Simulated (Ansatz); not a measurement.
Born–Oppenheimer molecular dynamics of a periodic cell of 26 atoms, K3LuSi2O7 (host K3LuSi2O7, host structure P6_3/mmc). It goes on from the last frame of an earlier run, with new velocities.

These are results of Ansatz, DFT PBEsol, scalar-relativistic, plane waves, PAW, not measurements. Settings: accuracy low, cutoff 420 eV, k mesh 2x2x1, fermi-dirac smearing 0.05 eV, no spin polarisation.

```yaml
ensemble: NVT, Langevin thermostat
time_step: 1 fs
steps_asked: 120
set_temperature: 1950 K
friction: 0.005 /fs
seed: 496030
```

Frames 1 fs apart, positions in Å, forces in eV/Å.

Velocities at 0.0 fs (Å/ps):

```
K 4.24 12.43 -3.69
K -6.17 -7.88 -0.43
K -0.02 2.90 -10.87
K 2.48 3.39 -5.34
K 0.03 -11.36 -1.53
K -9.32 -7.27 1.01
Lu -0.36 -0.93 6.35
Lu 3.95 0.56 0.29
Si -7.84 -13.53 2.55
Si 10.96 -2.79 0.21
Si -1.20 7.43 0.57
Si 13.95 -1.57 -10.43
O -8.80 -2.99 10.88
O 1.55 15.65 8.40
O 4.81 -1.47 -14.19
O -19.52 1.62 8.33
O -17.13 -2.87 1.86
O 1.74 13.21 3.37
O 8.95 -1.46 5.78
O -10.40 19.17 2.27
O -4.99 -2.02 -16.69
O 2.92 -4.23 -9.08
O 6.39 -5.58 -17.86
O 12.59 -6.17 9.18
O -9.17 12.39 -3.37
O -14.60 6.22 1.95
```

```xyz
26
Lattice="5.8228 0.0000 0.0000 -2.9114 5.0427 0.0000 0.0000 0.0000 14.2049" Properties=species:S:1:pos:R:3:forces:R:3 time_fs=0.0 energy_less_start_eV=0.000 T=1875
K -0.126 3.559 5.567 0.35 0.02 0.24
K 2.975 1.758 8.098 0.00 0.00 0.58
K 0.252 2.998 1.057 -0.43 0.33 0.26
K 2.889 1.714 12.834 -0.25 -0.07 0.25
K 0.059 0.572 3.664 0.44 -0.63 -0.46
K -0.455 0.189 10.851 0.42 0.04 0.02
Lu 0.056 0.064 7.151 0.11 0.54 -0.35
Lu -0.003 -0.221 0.151 0.01 0.53 -1.07
Si -0.109 3.487 12.252 -2.20 -4.10 1.91
Si 0.074 3.452 8.887 -1.00 0.08 2.13
Si 2.903 1.832 5.170 1.22 -0.35 -0.59
Si 2.933 1.420 1.923 1.11 -0.91 -3.09
O 1.607 0.642 1.337 0.00 -0.23 0.33
O -0.106 1.939 8.422 0.08 -1.47 -0.81
O 4.361 1.022 5.460 -1.55 0.74 1.16
O 1.355 4.238 8.375 2.29 0.36 -0.52
O 3.021 3.436 5.538 -0.20 -0.37 0.76
O 1.146 4.036 12.992 2.21 2.05 0.86
O -0.093 1.772 13.016 -0.71 1.45 -1.14
O 2.974 2.871 1.130 0.57 -0.26 0.09
O 4.313 0.413 1.609 -1.62 1.78 0.55
O -1.125 4.401 8.363 -1.81 0.02 -0.12
O 0.177 3.301 10.661 -0.08 0.49 -2.57
O 1.631 1.094 5.931 0.42 0.39 -0.74
O -1.575 4.181 12.581 0.88 -0.35 -0.11
O 2.712 1.766 3.475 -0.27 -0.09 2.44
26
Lattice="5.8228 0.0000 0.0000 -2.9114 5.0427 0.0000 0.0000 0.0000 14.2049" Properties=species:S:1:pos:R:3:forces:R:3 time_fs=1.0 energy_less_start_eV=-0.006 T=1866
K -0.122 3.571 5.564 0.33 0.00 0.25
K 2.969 1.750 8.097 0.02 0.02 0.60
K 0.252 3.001 1.046 -0.41 0.33 0.35
K 2.892 1.718 12.829 -0.27 -0.09 0.24
K 0.059 0.561 3.663 0.48 -0.63 -0.46
K -0.464 0.181 10.851 0.42 0.04 -0.01
Lu 0.056 0.063 7.158 0.17 0.57 -0.35
Lu 0.001 -0.220 0.151 0.03 0.53 -1.10
Si -0.117 3.472 12.254 -1.60 -3.61 1.69
Si 0.085 3.449 8.888 -1.89 0.33 2.31
Si 2.902 1.839 5.170 1.25 -0.71 -0.68
Si 2.947 1.418 1.912 0.45 -0.61 -2.52
O 1.598 0.639 1.348 0.29 -0.08 0.29
O -0.104 1.954 8.429 0.02 -2.28 -1.11
O 4.364 1.021 5.446 -1.60 0.84 1.22
O 1.336 4.239 8.384 3.23 0.88 -0.87
O 3.004 3.433 5.540 -0.11 -0.10 0.84
O 1.149 4.049 12.995 1.56 1.71 0.47
O -0.084 1.770 13.022 -0.78 1.60 -1.25
O 2.963 2.890 1.132 0.66 -0.67 0.17
O 4.308 0.413 1.593 -1.56 1.83 0.61
O -1.122 4.397 8.353 -1.85 -0.01 -0.06
O 0.184 3.294 10.642 -0.20 0.55 -1.55
O 1.644 1.088 5.941 0.29 0.36 -0.73
O -1.585 4.193 12.578 1.18 -0.62 -0.18
O 2.698 1.772 3.478 -0.11 -0.20 1.83
26
Lattice="5.8228 0.0000 0.0000 -2.9114 5.0427 0.0000 0.0000 0.0000 14.2049" Properties=species:S:1:pos:R:3:forces:R:3 time_fs=2.0 energy_less_start_eV=0.078 T=1849
K -0.117 3.585 5.561 0.31 -0.02 0.26
K 2.964 1.743 8.096 0.05 0.03 0.61
K 0.251 3.003 1.036 -0.38 0.33 0.44
K 2.894 1.721 12.823 -0.30 -0.11 0.23
K 0.058 0.551 3.661 0.51 -0.62 -0.44
K -0.473 0.174 10.852 0.41 0.04 -0.05
Lu 0.055 0.061 7.165 0.24 0.60 -0.36
Lu 0.005 -0.219 0.151 0.04 0.53 -1.11
Si -0.125 3.457 12.257 -1.00 -3.10 1.50
Si 0.095 3.446 8.891 -2.74 0.55 2.38
Si 2.901 1.846 5.171 1.24 -1.02 -0.72
Si 2.962 1.416 1.900 -0.27 -0.27 -1.90
O 1.591 0.636 1.360 0.55 0.06 0.22
O -0.103 1.969 8.435 -0.05 -3.04 -1.38
O 4.366 1.020 5.433 -1.62 0.92 1.28
O 1.319 4.240 8.390 4.10 1.40 -1.19
O 2.987 3.431 5.543 -0.03 0.16 0.91
O 1.154 4.063 12.998 0.91 1.35 0.10
O -0.076 1.769 13.027 -0.85 1.76 -1.36
O 2.951 2.909 1.134 0.75 -1.06 0.25
O 4.301 0.415 1.578 -1.43 1.82 0.63
O -1.121 4.394 8.344 -1.85 -0.07 0.03
O 0.193 3.287 10.623 -0.32 0.59 -0.52
O 1.657 1.082 5.951 0.16 0.34 -0.73
O -1.595 4.204 12.574 1.48 -0.88 -0.24
O 2.683 1.778 3.483 0.06 -0.31 1.18
26
Lattice="5.8228 0.0000 0.0000 -2.9114 5.0427 0.0000 0.0000 0.0000 14.2049" Properties=species:S:1:pos:R:3:forces:R:3 time_fs=3.0 energy_less_start_eV=0.236 T=1801
K -0.111 3.598 5.559 0.29 -0.04 0.27
K 2.958 1.736 8.096 0.08 0.05 0.62
K 0.251 3.006 1.024 -0.35 0.34 0.54
K 2.897 1.725 12.817 -0.32 -0.13 0.22
K 0.058 0.540 3.659 0.54 -0.62 -0.40
K -0.481 0.167 10.851 0.41 0.04 -0.09
Lu 0.054 0.060 7.172 0.32 0.62 -0.40
Lu 0.008 -0.218 0.151 0.06 0.53 -1.12
Si -0.133 3.441 12.260 -0.41 -2.56 1.34
Si 0.104 3.444 8.896 -3.48 0.81 2.31
Si 2.901 1.852 5.172 1.21 -1.28 -0.72
Si 2.977 1.414 1.889 -1.04 0.11 -1.30
O 1.583 0.633 1.372 0.80 0.19 0.15
O -0.103 1.981 8.441 -0.12 -3.73 -1.64
O 4.366 1.020 5.421 -1.60 0.97 1.31
O 1.306 4.243 8.396 4.80 1.84 -1.45
O 2.970 3.429 5.547 0.05 0.39 0.98
O 1.159 4.076 13.001 0.29 0.99 -0.25
O -0.069 1.767 13.032 -0.91 1.90 -1.48
O 2.941 2.927 1.135 0.84 -1.46 0.33
O 4.294 0.418 1.565 -1.23 1.77 0.62
O -1.121 4.392 8.334 -1.80 -0.15 0.15
O 0.201 3.279 10.603 -0.43 0.63 0.52
O 1.669 1.076 5.961 0.05 0.32 -0.74
O -1.603 4.215 12.570 1.72 -1.12 -0.29
O 2.667 1.784 3.489 0.23 -0.42 0.54
26
Lattice="5.8228 0.0000 0.0000 -2.9114 5.0427 0.0000 0.0000 0.0000 14.2049" Properties=species:S:1:pos:R:3:forces:R:3 time_fs=4.0 energy_less_start_eV=0.452 T=1740
K -0.105 3.612 5.558 0.27 -0.06 0.28
K 2.953 1.729 8.096 0.10 0.07 0.61
K 0.250 3.010 1.013 -0.32 0.34 0.64
K 2.899 1.729 12.811 -0.35 -0.15 0.21
K 0.058 0.530 3.656 0.56 -0.61 -0.35
K -0.490 0.160 10.851 0.41 0.04 -0.13
Lu 0.054 0.058 7.178 0.38 0.64 -0.45
Lu 0.011 -0.217 0.152 0.08 0.53 -1.12
Si -0.140 3.423 12.264 0.15 -2.01 1.17
Si 0.113 3.440 8.901 -4.06 1.10 2.08
Si 2.900 1.856 5.172 1.18 -1.44 -0.70
Si 2.991 1.412 1.877 -1.83 0.52 -0.70
O 1.576 0.630 1.384 1.03 0.31 0.05
O -0.103 1.990 8.448 -0.19 -4.33 -1.88
O 4.365 1.022 5.410 -1.54 1.01 1.34
O 1.296 4.246 8.400 5.29 2.17 -1.64
O 2.953 3.428 5.550 0.11 0.56 1.03
O 1.166 4.089 13.005 -0.26 0.63 -0.57
O -0.062 1.766 13.036 -0.97 2.01 -1.59
O 2.931 2.945 1.136 0.93 -1.83 0.39
O 4.287 0.423 1.552 -0.98 1.66 0.58
O -1.122 4.390 8.325 -1.70 -0.25 0.28
O 0.209 3.271 10.583 -0.52 0.64 1.60
O 1.681 1.070 5.970 -0.07 0.30 -0.75
O -1.609 4.224 12.567 1.92 -1.34 -0.33
O 2.652 1.791 3.495 0.38 -0.52 -0.07
26
Lattice="5.8228 0.0000 0.0000 -2.9114 5.0427 0.0000 0.0000 0.0000 14.2049" Properties=species:S:1:pos:R:3:forces:R:3 time_fs=5.0 energy_less_start_eV=0.710 T=1742
K -0.099 3.625 5.557 0.25 -0.09 0.29
K 2.948 1.722 8.098 0.12 0.08 0.60
K 0.249 3.014 1.001 -0.29 0.35 0.76
K 2.901 1.733 12.804 -0.37 -0.17 0.20
K 0.059 0.519 3.653 0.56 -0.60 -0.29
K -0.498 0.153 10.850 0.41 0.04 -0.18
Lu 0.053 0.056 7.185 0.44 0.66 -0.51
Lu 0.014 -0.215 0.152 0.10 0.53 -1.12
Si -0.147 3.405 12.269 0.63 -1.45 0.98
Si 0.119 3.437 8.908 -4.43 1.43 1.63
Si 2.899 1.859 5.172 1.10 -1.52 -0.64
Si 3.006 1.409 1.865 -2.67 0.97 -0.13
O 1.568 0.628 1.395 1.25 0.41 -0.05
O -0.104 1.996 8.455 -0.25 -4.80 -2.08
O 4.362 1.025 5.400 -1.45 1.01 1.34
O 1.289 4.250 8.403 5.54 2.37 -1.74
O 2.937 3.429 5.555 0.17 0.66 1.05
O 1.173 4.103 13.008 -0.74 0.28 -0.82
O -0.056 1.764 13.040 -1.02 2.11 -1.69
O 2.922 2.962 1.137 1.01 -2.16 0.44
O 4.279 0.429 1.538 -0.65 1.47 0.52
O -1.125 4.388 8.315 -1.57 -0.37 0.43
O 0.218 3.264 10.562 -0.60 0.63 2.71
O 1.690 1.064 5.977 -0.16 0.30 -0.76
O -1.613 4.233 12.563 2.09 -1.55 -0.35
O 2.639 1.798 3.501 0.53 -0.61 -0.60
26
Lattice="5.8228 0.0000 0.0000 -2.9114 5.0427 0.0000 0.0000 0.0000 14.2049" Properties=species:S:1:pos:R:3:forces:R:3 time_fs=6.0 energy_less_start_eV=0.991 T=1648
K -0.092 3.638 5.556 0.24 -0.11 0.30
K 2.943 1.715 8.099 0.13 0.10 0.58
K 0.248 3.018 0.989 -0.26 0.35 0.87
K 2.902 1.735 12.798 -0.40 -0.19 0.19
K 0.060 0.508 3.649 0.56 -0.58 -0.21
K -0.505 0.146 10.850 0.40 0.04 -0.24
Lu 0.052 0.053 7.192 0.49 0.67 -0.59
Lu 0.017 -0.214 0.152 0.13 0.51 -1.11
Si -0.154 3.386 12.275 1.04 -0.86 0.81
Si 0.123 3.433 8.916 -4.58 1.76 0.95
Si 2.900 1.863 5.171 0.97 -1.58 -0.54
Si 3.020 1.406 1.853 -3.56 1.45 0.39
O 1.561 0.626 1.406 1.45 0.49 -0.16
O -0.104 1.999 8.460 -0.30 -5.08 -2.22
O 4.358 1.030 5.393 -1.31 1.00 1.31
O 1.285 4.255 8.403 5.53 2.40 -1.74
O 2.919 3.429 5.561 0.22 0.75 1.06
O 1.181 4.118 13.010 -1.16 -0.04 -1.03
O -0.051 1.765 13.043 -1.06 2.17 -1.77
O 2.912 2.977 1.137 1.10 -2.45 0.46
O 4.272 0.436 1.524 -0.25 1.23 0.42
O -1.128 4.387 8.305 -1.42 -0.49 0.61
O 0.228 3.258 10.542 -0.66 0.59 3.83
O 1.700 1.057 5.984 -0.22 0.31 -0.79
O -1.616 4.241 12.559 2.24 -1.75 -0.35
O 2.625 1.804 3.506 0.67 -0.67 -1.04
26
Lattice="5.8228 0.0000 0.0000 -2.9114 5.0427 0.0000 0.0000 0.0000 14.2049" Properties=species:S:1:pos:R:3:forces:R:3 time_fs=7.0 energy_less_start_eV=1.271 T=1554
K -0.085 3.651 5.556 0.22 -0.14 0.31
K 2.937 1.707 8.102 0.15 0.13 0.56
K 0.247 3.023 0.978 -0.23 0.36 0.99
K 2.904 1.737 12.792 -0.42 -0.21 0.18
K 0.062 0.497 3.646 0.55 -0.57 -0.12
K -0.512 0.139 10.850 0.40 0.03 -0.30
Lu 0.051 0.051 7.199 0.52 0.70 -0.68
Lu 0.019 -0.212 0.152 0.16 0.48 -1.09
Si -0.160 3.367 12.280 1.40 -0.27 0.63
Si 0.127 3.430 8.922 -4.57 2.03 0.09
Si 2.901 1.866 5.170 0.80 -1.60 -0.43
Si 3.033 1.405 1.842 -4.43 1.91 0.89
O 1.555 0.624 1.417 1.60 0.55 -0.30
O -0.104 1.998 8.464 -0.31 -5.13 -2.27
O 4.353 1.038 5.388 -1.14 0.95 1.26
O 1.285 4.261 8.404 5.30 2.28 -1.64
O 2.904 3.429 5.567 0.26 0.81 1.04
O 1.189 4.132 13.011 -1.50 -0.34 -1.18
O -0.046 1.767 13.046 -1.10 2.18 -1.82
O 2.902 2.989 1.137 1.19 -2.65 0.46
O 4.265 0.443 1.510 0.21 0.93 0.31
O -1.132 4.388 8.295 -1.24 -0.64 0.78
O 0.238 3.252 10.523 -0.69 0.54 4.90
O 1.711 1.050 5.991 -0.28 0.33 -0.84
O -1.617 4.250 12.554 2.35 -1.93 -0.34
O 2.612 1.809 3.510 0.80 -0.72 -1.39
```

Of the whole run (120 fs, mean temperature of the second half 1671 K): The mean temperature of the second half is 14 % below the set value. A run of 0.12 ps of so small a system gives no equilibrium averages. Limits of this set-up: coarse k mesh, low accuracy level.

The run took 14 min on 2 threads of Intel(R) Xeon(R) Platinum 8175M CPU @ 2.50GHz (Skylake/Cascade Lake), on a shared host, peak memory 1.2 GiB.
